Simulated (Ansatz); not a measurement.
# GaN: a point defect seen from the nuclei (Se on an N site), part 2 of 2

How do the nuclei near a point defect see it? The defect is Se on an N site in GaN (cell charge +1), first unrelaxed. The cell is a supercell built from a structure deposited in the COD (the entry's cell lengths or inner coordinates differ somewhat from later room-temperature determinations). Planned: a single point, then a relaxation.

Ansatz 0.2.0; DFT, PBE, plane-wave PAW, default files, scalar-relativistic. The steps go on from the part before.

### 3 Ions relaxed

The COD entry's cell or inner coordinates are ideal or old and differ from later refinements, so a difference from it is no clean test against experiment.

input.yaml

```yaml
crystal:
  lattice:
    - [6.36, 0.0, 0.0]
    - [-4.77, 8.261882352, 0.0]
    - [0.0, 0.0, 10.332]
  atoms:
    - { symbol: Ga, position: [0.1666666666, 0.2222222222, 0.0] }
    - { symbol: Ga, position: [0.1666666666, 0.2222222222, 0.5] }
    - { symbol: Ga, position: [0.1666666666, 0.5555555556, 0.0] }
    - { symbol: Ga, position: [0.1666666666, 0.5555555556, 0.5] }
    - { symbol: Ga, position: [0.1666666666, 0.8888888889, 0.0] }
    - { symbol: Ga, position: [0.1666666666, 0.8888888889, 0.5] }
    - { symbol: Ga, position: [0.6666666666, 0.2222222222, 0.0] }
    - { symbol: Ga, position: [0.6666666666, 0.2222222222, 0.5] }
    - { symbol: Ga, position: [0.6666666666, 0.5555555556, 0.0] }
    - { symbol: Ga, position: [0.6666666666, 0.5555555556, 0.5] }
    - { symbol: Ga, position: [0.6666666666, 0.8888888889, 0.0] }
    - { symbol: Ga, position: [0.6666666666, 0.8888888889, 0.5] }
    - { symbol: Ga, position: [0.3333333334, 0.1111111111, 0.25] }
    - { symbol: Ga, position: [0.3333333334, 0.1111111111, 0.75] }
    - { symbol: Ga, position: [0.3333333334, 0.4444444444, 0.25] }
    - { symbol: Ga, position: [0.3333333334, 0.4444444444, 0.75] }
    - { symbol: Ga, position: [0.3333333334, 0.7777777778, 0.25] }
    - { symbol: Ga, position: [0.3333333334, 0.7777777778, 0.75] }
    - { symbol: Ga, position: [0.8333333334, 0.1111111111, 0.25] }
    - { symbol: Ga, position: [0.8333333334, 0.1111111111, 0.75] }
    - { symbol: Ga, position: [0.8333333334, 0.4444444444, 0.25] }
    - { symbol: Ga, position: [0.8333333334, 0.4444444444, 0.75] }
    - { symbol: Ga, position: [0.8333333334, 0.7777777778, 0.25] }
    - { symbol: Ga, position: [0.8333333334, 0.7777777778, 0.75] }
    - { symbol: Se, position: [0.1666666666, 0.2222222222, 0.1875] }
    - { symbol: "N", position: [0.1666666666, 0.2222222222, 0.6875] }
    - { symbol: "N", position: [0.1666666666, 0.5555555556, 0.1875] }
    - { symbol: "N", position: [0.1666666666, 0.5555555556, 0.6875] }
    - { symbol: "N", position: [0.1666666666, 0.8888888889, 0.1875] }
    - { symbol: "N", position: [0.1666666666, 0.8888888889, 0.6875] }
    - { symbol: "N", position: [0.6666666666, 0.2222222222, 0.1875] }
    - { symbol: "N", position: [0.6666666666, 0.2222222222, 0.6875] }
    - { symbol: "N", position: [0.6666666666, 0.5555555556, 0.1875] }
    - { symbol: "N", position: [0.6666666666, 0.5555555556, 0.6875] }
    - { symbol: "N", position: [0.6666666666, 0.8888888889, 0.1875] }
    - { symbol: "N", position: [0.6666666666, 0.8888888889, 0.6875] }
    - { symbol: "N", position: [0.3333333334, 0.1111111111, 0.4375] }
    - { symbol: "N", position: [0.3333333334, 0.1111111111, 0.9375] }
    - { symbol: "N", position: [0.3333333334, 0.4444444444, 0.4375] }
    - { symbol: "N", position: [0.3333333334, 0.4444444444, 0.9375] }
    - { symbol: "N", position: [0.3333333334, 0.7777777778, 0.4375] }
    - { symbol: "N", position: [0.3333333334, 0.7777777778, 0.9375] }
    - { symbol: "N", position: [0.8333333334, 0.1111111111, 0.4375] }
    - { symbol: "N", position: [0.8333333334, 0.1111111111, 0.9375] }
    - { symbol: "N", position: [0.8333333334, 0.4444444444, 0.4375] }
    - { symbol: "N", position: [0.8333333334, 0.4444444444, 0.9375] }
    - { symbol: "N", position: [0.8333333334, 0.7777777778, 0.4375] }
    - { symbol: "N", position: [0.8333333334, 0.7777777778, 0.9375] }
total_charge: 1
kpoints:
  mp_grid: { grid: [4, 3, 2] }
scf:
  occupations: { method: fermi_dirac, width: 0.01 }
hamiltonian:
  xc: pbe
  pseudopotentials: { kind: paw }
output:
  forces: true
  stress: true
  populations: true
  efg:
    quadrupole_moments_barn: { Ga: 0.107, "N": 0.02044 }
    contact_densities: true
relax:
  f_tol: 0.03
  max_steps: 40
```

Started as:

```bash
$ ansatz run input.yaml --threads 4 --pin off --max-ram 8192MiB --backend cpu --events-out ev --progress --plain --runs-dir out
```

Standard output:

```text
[... 1 line left out ...]
Warning: RAYON_NUM_THREADS=4 ignored (pool sized by the plan → 4); use --threads N
Engine: ansatz 0.2.0, aarch64-unknown-linux-gnu
Pseudopotentials: kind: paw
Pseudopotential: Ga, paw, valence charge 13, recommended cutoff 420 eV (normal), Ga.paw.azcp
Pseudopotential: Se, paw, valence charge 16, recommended cutoff 420 eV (normal), Se.paw.azcp
Pseudopotential: N, paw, valence charge 5, recommended cutoff 420 eV (normal), N.paw.azcp
Functional definition: PBE
  parameter kappa = 0.804
  parameter beta = 0.06672455060314922
  exchange = pbe_x(kappa = kappa, mu = beta*pi^2/3)
  correlation = pbe_c(beta = beta)
Crystal: 48 atoms, lattice volume = 542.901 Å³
Basis set: ecut = 420 eV, 10583 PW (Γ), exchange–correlation on 90×128×144 points (8 copies of the dense FFT grid, shifted against one another)
Bands: 269, of which v1, the nominal top of the filled ones, is band 221 counted from 1 (220 counted from 0)
Symmetry: 1 space group operations
Space group: P1 (ITA 1), of the structure as read, at distance tolerance 8.2e-5 Å
k-points: 14 of 24 (time reversal used)
Non-local potential: Ga, projectors of the file, l = 0: 2, l = 1: 2, l = 2: 3, l = 3: 1
Non-local potential: Se, projectors of the file, l = 0: 2, l = 1: 2, l = 2: 3, l = 3: 1
Non-local potential: N, projectors of the file, l = 0: 2, l = 1: 2, l = 2: 1
PAW form: soft (Blöchl's): semilocal exchange-correlation on the pseudo side does not see the compensation charge
PAW one-centre angular grid: Ga, 590 points (default); XC on 64 Gauss nodes
PAW one-centre angular grid: Se, 590 points (default); XC on 64 Gauss nodes
PAW one-centre angular grid: N, 110 points (default); XC on 64 Gauss nodes
Initial density: superposition of atomic densities (neutral atoms scaled as one to the charged cell's electrons: chi_scale 0, normalization atom), corrected by the library's trained network
Initial wavefunctions: pseudopotential atomic-orbital guess
Functional: x = pbe(κ = 0.804, μ = 0.2195149727645171), c = pbe(β = 0.06672455060314922)
SCF iter   1: F=—  HF=-105116.817081 eV  |F-HF|=—  |Δ(HF+E_count)|=         —  Δρ=1.01e-2  dr2=3.52e-1  ethr=1.77e-3  ⟨swp⟩=5.7  Hψ=15706  notcnv=0  defer=111
preconditioner: auto → Resta (q_TF=auto, 2.636 Å⁻¹)  ε∞=4.9  [insulator: Δε(μ)=2.071 eV  Ē_g=16.851 eV  σ=0.010 eV  W_gap=1.00  n_scr=170 (ndim 8)  ℏωp=33.1 eV  f_vac=0.007  D(μ)=0.00/eV (n_scr^D=0)  ε∞_Penn≈4.9]
SCF iter   2: F=—  HF=-105116.691490 eV  |F-HF|=—  |Δ(HF+E_count)|=   1.26e-1  Δρ=3.34e-3  dr2=5.26e-2  ethr=7.96e-5  ⟨swp⟩=2.0  Hψ=6849  notcnv=0  defer=573
SCF iter   3: F=—  HF=-105116.665957 eV  |F-HF|=—  |Δ(HF+E_count)|=   2.55e-2  Δρ=1.61e-3  dr2=1.46e-2  ethr=1.19e-5  ⟨swp⟩=2.0  Hψ=6158  notcnv=0  defer=573
SCF iter   4: F=—  HF=-105116.662862 eV  |F-HF|=—  |Δ(HF+E_count)|=   3.10e-3  Δρ=5.61e-4  dr2=1.16e-3  ethr=3.30e-6  ⟨swp⟩=2.0  Hψ=6316  notcnv=0  defer=573
SCF iter   5: F=—  HF=-105116.663842 eV  |F-HF|=—  |Δ(HF+E_count)|=   9.80e-4  Δρ=2.25e-4  dr2=2.18e-4  ethr=2.62e-7  ⟨swp⟩=2.0  Hψ=6600  notcnv=0  defer=573
SCF iter   6: F=-105116.663809 eV  HF=-105116.663798 eV  |F-HF|=1.08e-5  |Δ(HF+E_count)|=   4.40e-5  Δρ=4.81e-5  dr2=1.40e-5  ethr=5.09e-9  ⟨swp⟩=2.2  Hψ=13269  notcnv=0
SCF 1 converged in 6 iterations: F = -105116.663809 eV  dr2 = 1.40e-5
relax step   1: F+E_penalty+E_count = -105116.66380900 eV  Δ(F+E_penalty+E_count) = +0.000e0 eV  max|allowed force component| = 1.218e1 eV/Å  Δτ_max = 0.0000 Å  (6 SCF iters, dr2 threshold 2.25e-5 eV, accepted)
[... 12 lines left out ...]
relax step   2: F+E_penalty+E_count = -105122.17597581 eV  Δ(F+E_penalty+E_count) = -5.512e0 eV  max|allowed force component| = 3.930e0 eV/Å  Δτ_max = 0.1949 Å  (7 SCF iters, dr2 threshold 1.00e-4 eV, accepted)
[... 16 lines left out ...]
relax step   4: F+E_penalty+E_count = -105123.37553017 eV  Δ(F+E_penalty+E_count) = -1.448e-1 eV  max|allowed force component| = 1.184e-1 eV/Å  Δτ_max = 0.0997 Å  (5 SCF iters, dr2 threshold 1.00e-4 eV, accepted)
[... 18 lines left out ...]
relax step   6: F+E_penalty+E_count = -105123.37833626 eV  Δ(F+E_penalty+E_count) = -9.031e-4 eV  max|allowed force component| = 3.855e-3 eV/Å  Δτ_max = 0.0074 Å  (6 SCF iters, accepted)
NSCF: frozen V_eff on 14 k-points
[... 1 line left out ...]
SCF converged after 6 iterations
Free energy (F): -105123.378336 eV
Harris-Foulkes:  -105123.378336 eV  (|F-HF|=3.11e-8)
Internal energy: -105123.378336 eV  (E = F + TS)
E sigma→0 (E₀):  -105123.378336 eV
Fermi energy:    11.266458 eV
--- Per-component energies (eV) ---
[... 15 lines left out ...]
--- Forces (eV/Å), atoms counted from 1 ---
  atom   1  Ga    -0.00042767    -0.00072477    -0.00365885
  atom   2  Ga    -0.00068763     0.00198525     0.00199493
  atom   3  Ga    -0.00075753     0.00273806    -0.00019699
  atom   4  Ga     0.00234713    -0.00077821     0.00257670
  atom   5  Ga     0.00015254    -0.00043364    -0.00270144
  atom   6  Ga     0.00121232     0.00112295     0.00218425
[... 42 lines left out ...]
  max |Σ_I F_I| component: 7.74e-6 eV/Å
--- Stress (GPa, compression-positive) ---
       13.730957      -0.000282      -0.009754
       -0.000282      13.728236       0.060039
       -0.009754       0.060039      14.835220
  P = ⅓ Tr σ = 14.0981 GPa (140.981 kbar)
--- PAW observables at the nuclei: V_zz in 10²¹ V/m², potentials from the cell's mean, atoms counted from 1 ---
  atom   1  Ga V_zz =   +12.848665   η = 0.0012   by run symmetry: allowed   C_q = +33.2427 MHz
            electrostatic potential = -4134.921971 V   contact ρ = 187402.980796 e/Å³
  atom   2  Ga V_zz =    +0.927449   η = 0.1977   by run symmetry: allowed   C_q = +2.3995 MHz
            electrostatic potential = -4135.051502 V   contact ρ = 187398.636896 e/Å³
  atom   3  Ga V_zz =    +1.311766   η = 0.6150   by run symmetry: allowed   C_q = +3.3939 MHz
            electrostatic potential = -4135.282562 V   contact ρ = 187398.578457 e/Å³
  atom   4  Ga V_zz =    -1.247947   η = 0.9589   by run symmetry: allowed   C_q = -3.2287 MHz
            electrostatic potential = -4135.273815 V   contact ρ = 187399.099240 e/Å³
  atom   5  Ga V_zz =    +1.602582   η = 0.6139   by run symmetry: allowed   C_q = +4.1463 MHz
            electrostatic potential = -4135.289345 V   contact ρ = 187398.551496 e/Å³
  atom   6  Ga V_zz =    -1.301581   η = 0.9308   by run symmetry: allowed   C_q = -3.3675 MHz
            electrostatic potential = -4135.280888 V   contact ρ = 187399.073198 e/Å³
  atom   7  Ga V_zz =    +1.330286   η = 0.8309   by run symmetry: allowed   C_q = +3.4418 MHz
            electrostatic potential = -4135.206718 V   contact ρ = 187398.421450 e/Å³
  atom   8  Ga V_zz =    +1.743146   η = 0.9365   by run symmetry: allowed   C_q = +4.5100 MHz
            electrostatic potential = -4135.274720 V   contact ρ = 187399.066140 e/Å³
  atom   9  Ga V_zz =    +1.307833   η = 0.5454   by run symmetry: allowed   C_q = +3.3837 MHz
            electrostatic potential = -4135.263081 V   contact ρ = 187398.602525 e/Å³
  atom  10  Ga V_zz =    +1.209440   η = 0.9066   by run symmetry: allowed   C_q = +3.1291 MHz
            electrostatic potential = -4135.267004 V   contact ρ = 187399.046209 e/Å³
  atom  11  Ga V_zz =    +1.541774   η = 0.7565   by run symmetry: allowed   C_q = +3.9890 MHz
            electrostatic potential = -4135.274263 V   contact ρ = 187398.647194 e/Å³
  atom  12  Ga V_zz =    +1.480185   η = 0.6182   by run symmetry: allowed   C_q = +3.8296 MHz
            electrostatic potential = -4135.275656 V   contact ρ = 187398.967984 e/Å³
  atom  13  Ga V_zz =    +8.618376   η = 0.1209   by run symmetry: allowed   C_q = +22.2979 MHz
            electrostatic potential = -4134.891109 V   contact ρ = 187403.659246 e/Å³
  atom  14  Ga V_zz =    -2.329043   η = 0.2628   by run symmetry: allowed   C_q = -6.0258 MHz
            electrostatic potential = -4135.333742 V   contact ρ = 187399.089585 e/Å³
  atom  15  Ga V_zz =   +10.913233   η = 0.0484   by run symmetry: allowed   C_q = +28.2352 MHz
            electrostatic potential = -4134.849022 V   contact ρ = 187403.705813 e/Å³
  atom  16  Ga V_zz =    -2.593036   η = 0.3115   by run symmetry: allowed   C_q = -6.7088 MHz
            electrostatic potential = -4135.331023 V   contact ρ = 187399.082100 e/Å³
  atom  17  Ga V_zz =    +1.913013   η = 0.6702   by run symmetry: allowed   C_q = +4.9494 MHz
            electrostatic potential = -4135.281685 V   contact ρ = 187399.475977 e/Å³
  atom  18  Ga V_zz =    -0.409611   η = 0.3624   by run symmetry: allowed   C_q = -1.0598 MHz
            electrostatic potential = -4135.374328 V   contact ρ = 187398.854318 e/Å³
  atom  19  Ga V_zz =    +8.781311   η = 0.1342   by run symmetry: allowed   C_q = +22.7194 MHz
            electrostatic potential = -4134.845111 V   contact ρ = 187403.672531 e/Å³
  atom  20  Ga V_zz =    -2.340777   η = 0.2412   by run symmetry: allowed   C_q = -6.0562 MHz
            electrostatic potential = -4135.312716 V   contact ρ = 187399.067508 e/Å³
  atom  21  Ga V_zz =    +0.525682   η = 0.8397   by run symmetry: allowed   C_q = +1.3601 MHz
            electrostatic potential = -4135.170472 V   contact ρ = 187398.360993 e/Å³
  atom  22  Ga V_zz =    -0.247041   η = 0.8782   by run symmetry: allowed   C_q = -0.6392 MHz
            electrostatic potential = -4135.338170 V   contact ρ = 187398.668510 e/Å³
  atom  23  Ga V_zz =    -1.253786   η = 0.7200   by run symmetry: allowed   C_q = -3.2439 MHz
            electrostatic potential = -4135.222674 V   contact ρ = 187398.937729 e/Å³
  atom  24  Ga V_zz =    +0.338916   η = 0.5835   by run symmetry: allowed   C_q = +0.8769 MHz
            electrostatic potential = -4135.350783 V   contact ρ = 187398.778473 e/Å³
  atom  25  Se V_zz =    -2.164057   η = 0.9558   by run symmetry: allowed
            electrostatic potential = -4713.840731 V   contact ρ = 262869.596308 e/Å³
  atom  26  N  V_zz =    +0.198344   η = 0.9572   by run symmetry: allowed   C_q = +0.0980 MHz
            electrostatic potential = -518.612481 V   contact ρ = 1414.076703 e/Å³
  atom  27  N  V_zz =    +1.442737   η = 0.9839   by run symmetry: allowed   C_q = +0.7131 MHz
            electrostatic potential = -518.637367 V   contact ρ = 1413.788564 e/Å³
  atom  28  N  V_zz =    +0.219495   η = 0.4906   by run symmetry: allowed   C_q = +0.1085 MHz
            electrostatic potential = -518.756633 V   contact ρ = 1413.690976 e/Å³
  atom  29  N  V_zz =    +0.990994   η = 0.9577   by run symmetry: allowed   C_q = +0.4898 MHz
            electrostatic potential = -518.590961 V   contact ρ = 1413.748610 e/Å³
  atom  30  N  V_zz =    -0.183154   η = 0.7226   by run symmetry: allowed   C_q = -0.0905 MHz
            electrostatic potential = -518.742261 V   contact ρ = 1413.699769 e/Å³
  atom  31  N  V_zz =    -2.312976   η = 0.9593   by run symmetry: allowed   C_q = -1.1432 MHz
            electrostatic potential = -518.540420 V   contact ρ = 1413.919434 e/Å³
  atom  32  N  V_zz =    -0.385475   η = 0.7875   by run symmetry: allowed   C_q = -0.1905 MHz
            electrostatic potential = -518.749236 V   contact ρ = 1413.622895 e/Å³
  atom  33  N  V_zz =    +1.285494   η = 0.8128   by run symmetry: allowed   C_q = +0.6353 MHz
            electrostatic potential = -518.597306 V   contact ρ = 1413.863940 e/Å³
  atom  34  N  V_zz =    +0.180000   η = 0.4421   by run symmetry: allowed   C_q = +0.0890 MHz
            electrostatic potential = -518.747734 V   contact ρ = 1413.703294 e/Å³
  atom  35  N  V_zz =    +0.954135   η = 0.7428   by run symmetry: allowed   C_q = +0.4716 MHz
            electrostatic potential = -518.544488 V   contact ρ = 1413.912278 e/Å³
  atom  36  N  V_zz =    -0.171733   η = 0.8146   by run symmetry: allowed   C_q = -0.0849 MHz
            electrostatic potential = -518.723660 V   contact ρ = 1413.718378 e/Å³
  atom  37  N  V_zz =    +1.040303   η = 0.5723   by run symmetry: allowed   C_q = +0.5142 MHz
            electrostatic potential = -518.515647 V   contact ρ = 1413.885158 e/Å³
  atom  38  N  V_zz =    +1.502207   η = 0.7917   by run symmetry: allowed   C_q = +0.7424 MHz
            electrostatic potential = -518.697274 V   contact ρ = 1413.751832 e/Å³
  atom  39  N  V_zz =    +1.266174   η = 0.6855   by run symmetry: allowed   C_q = +0.6258 MHz
            electrostatic potential = -518.526315 V   contact ρ = 1413.919813 e/Å³
  atom  40  N  V_zz =    +1.469458   η = 0.9045   by run symmetry: allowed   C_q = +0.7263 MHz
            electrostatic potential = -518.683669 V   contact ρ = 1413.812331 e/Å³
  atom  41  N  V_zz =    +0.184328   η = 0.9984   by run symmetry: allowed   C_q = +0.0911 MHz
            electrostatic potential = -518.627762 V   contact ρ = 1413.844693 e/Å³
  atom  42  N  V_zz =    -0.086117   η = 0.3661   by run symmetry: allowed   C_q = -0.0426 MHz
            electrostatic potential = -518.765872 V   contact ρ = 1413.723166 e/Å³
  atom  43  N  V_zz =    +1.113993   η = 0.6215   by run symmetry: allowed   C_q = +0.5506 MHz
            electrostatic potential = -518.515032 V   contact ρ = 1413.905996 e/Å³
  atom  44  N  V_zz =    +1.508432   η = 0.7925   by run symmetry: allowed   C_q = +0.7455 MHz
            electrostatic potential = -518.679105 V   contact ρ = 1413.789879 e/Å³
  atom  45  N  V_zz =    +0.235653   η = 0.5338   by run symmetry: allowed   C_q = +0.1165 MHz
            electrostatic potential = -518.613849 V   contact ρ = 1413.750539 e/Å³
  atom  46  N  V_zz =    -0.170608   η = 0.4625   by run symmetry: allowed   C_q = -0.0843 MHz
            electrostatic potential = -518.664877 V   contact ρ = 1413.767112 e/Å³
  atom  47  N  V_zz =    -0.323366   η = 0.5997   by run symmetry: allowed   C_q = -0.1598 MHz
            electrostatic potential = -518.632265 V   contact ρ = 1413.802432 e/Å³
  atom  48  N  V_zz =    -0.115231   η = 0.5000   by run symmetry: allowed   C_q = -0.0570 MHz
            electrostatic potential = -518.719836 V   contact ρ = 1413.745848 e/Å³
--- Band table (eV; the first three rows and the last of 14) ---
[... 4 lines left out ...]
--- Relaxed structure (6 steps of the walk, 6 accepted, 0 SCFs on fresh bases) ---
  F+E_penalty+E_count = -105123.37833626 eV   max|allowed force component| = 3.855e-3 eV/Å
  atoms:
[... 48 lines left out ...]
--- Löwdin populations: 48 sites ---
  site symbol       q [e]
[... 48 lines left out ...]
  spilling = 0.002058 (of n_electrons = 442.000000)
```

Run time: 7.1 min. Hardware: 4 threads of Arm Neoverse V2, shared host; peak memory 4.3 GiB.

Step by step:

```csv
step,energy change (eV),largest force component (eV/Å)
1,0.0000,12.175
2,-5.5122,3.930
3,-6.5669,1.245
4,-6.7117,0.118
5,-6.7136,0.058
6,-6.7145,0.004
```

Atom 1 (Ga) moved farthest, 0.459 Å; the mean move was 0.069 Å.

State: gap on the mesh 1.94 eV, largest force 0.004 eV/Å, pressure 14.1 GPa.

Beside the values of step 2 (V_zz in 10²¹ V/m²; 9 of 48 rows, with the four largest changes of size):

```csv
site,atoms,"V_zz, PBE","V_zz, PBE relaxed","η, PBE","η, PBE relaxed"
Se,25,0.72,-2.16,0.44,0.96
Ga1,1,-2.25,12.85,0.04,0.00
Ga15,15,-1.86,10.91,0.43,0.05
Ga19,19,-2.13,8.78,0.73,0.13
Ga13,13,-2.16,8.62,0.71,0.12
N39,39,0.73,1.27,0.37,0.69
N40,40,0.61,1.47,0.11,0.90
N43,43,0.76,1.11,0.43,0.62
N44,44,0.58,1.51,0.33,0.79
```

The printed gradients, by site: 11 of 48, those nearest the defect, the farthest of each element and the two largest gradients.

```csv
site,atoms,distance from the defect (Å),V_zz (10²¹ V/m²),η,C_Q (MHz)
Se,25,0.00,-2.16,0.96,–
Ga13,13,2.27,8.62,0.12,22.3 (⁷¹Ga)
Ga19,19,2.28,8.78,0.13,22.7 (⁷¹Ga)
Ga15,15,2.30,10.91,0.05,28.2 (⁷¹Ga)
Ga1,1,2.32,12.85,0.00,33.2 (⁷¹Ga)
N27,27,3.16,1.44,0.98,0.713 (¹⁴N)
N31,31,3.17,-2.31,0.96,-1.14 (¹⁴N)
N40,40,3.17,1.47,0.90,0.726 (¹⁴N)
N44,44,3.20,1.51,0.79,0.746 (¹⁴N)
N36,36,6.03,-0.17,0.81,-0.085 (¹⁴N)
Ga18,18,6.53,-0.41,0.36,-1.06 (⁷¹Ga)
```

Direction of the V_zz axis (Cartesian unit vector):

```csv
site,atom,x,y,z
Ga1,1,0.00,0.00,1.00
Ga2,2,0.03,-0.06,1.00
Ga3,3,0.36,-0.10,0.93
Ga5,5,-0.04,0.18,0.98
Ga7,7,-0.05,-0.15,0.99
Ga9,9,-0.45,-0.28,0.85
```

The sizes of the gradients above 0.15 moved by 84 % in the median, over a factor of two at the site that moves most (small gradients counted from 0.15; Ga15, -1.86 to 10.91), with a change of sign at Se, Ga1, Ga15 and others.

### 4 Simulated spectra, from step 3

¹⁴N (I = 1, Q = 20.44 mb) in zero field: pure quadrupole lines, for atoms at rest. Strengths are squared matrix elements for a powder, against the strongest line of the same site.

```csv
site,count,line (MHz),strength
N27,1,0.351,1.00
N27,1,0.359,1.00
N27,1,0.710,1.00
N31,1,0.548,1.00
N31,1,0.583,1.00
N31,1,1.13,1.00
N40,1,0.328,1.00
N40,1,0.380,1.00
N40,1,0.709,1.00
N44,1,0.295,1.00
N44,1,0.411,1.00
N44,1,0.707,1.00
N36,1,0.035,1.00
N36,1,0.046,1.00
N36,1,0.081,1.00
```

### 5 Outcome

What follows sums up all 2 parts.

```
                            quantity                                                                                                                                                                              value
                      state (step 3)                                                                                                               gap on the mesh 1.94 eV, largest force 0.004 eV/Å, pressure 14.1 GPa
    V_zz by site, step 3 (10²¹ V/m²)                                                                                            Se -2.16, Ga13 8.62, Ga19 8.78, Ga15 10.91, Ga1 12.85, N27 1.44, N31 -2.31, N40 1.47, …
         largest C_Q in size, step 3                                                                                                                                                              33.2 MHz, ⁷¹Ga at Ga1
step 3 (ions relaxed) against step 2  84 % in the median, over a factor of two at the site that moves most (small gradients counted from 0.15; Ga15, -1.86 to 10.91), with a change of sign at Se, Ga1, Ga15 and others
```

Site Ga1 (3 N at 1.90–1.91 Å, 1 Se at 2.32 Å; also 1 N at 2.76 Å) carries the largest gradient. The runs allow no spin. Relaxing moved atoms by up to 0.46 Å and single gradients by over a factor of two in size at the worst site (84 % in the median) (gradients over 0.15 counted), so at some sites the starting positions were a poor guide. The highest ¹⁴N quadrupole line lies at 1.13 MHz, for nuclei at rest; thermal motion mostly lowers such lines a little. The defect repeats with the cell of 48 atoms, so it feels its images: sites between two images don't show the values beside a lone defect, and zeros or small values of η there can come from the images' arrangement. Ga and N carry a gradient in the pure host already, so the values there aren't the defect's effect alone. A uniform background compensates the cell's charge. The cell keeps the host's lattice, where the PBE pressure is 14 GPa (in a charged cell this depends on the convention for the mean potential).

These are semilocal Kohn-Sham gaps, which aren't the measured quantity. Such gaps usually fall short of the measured ones.
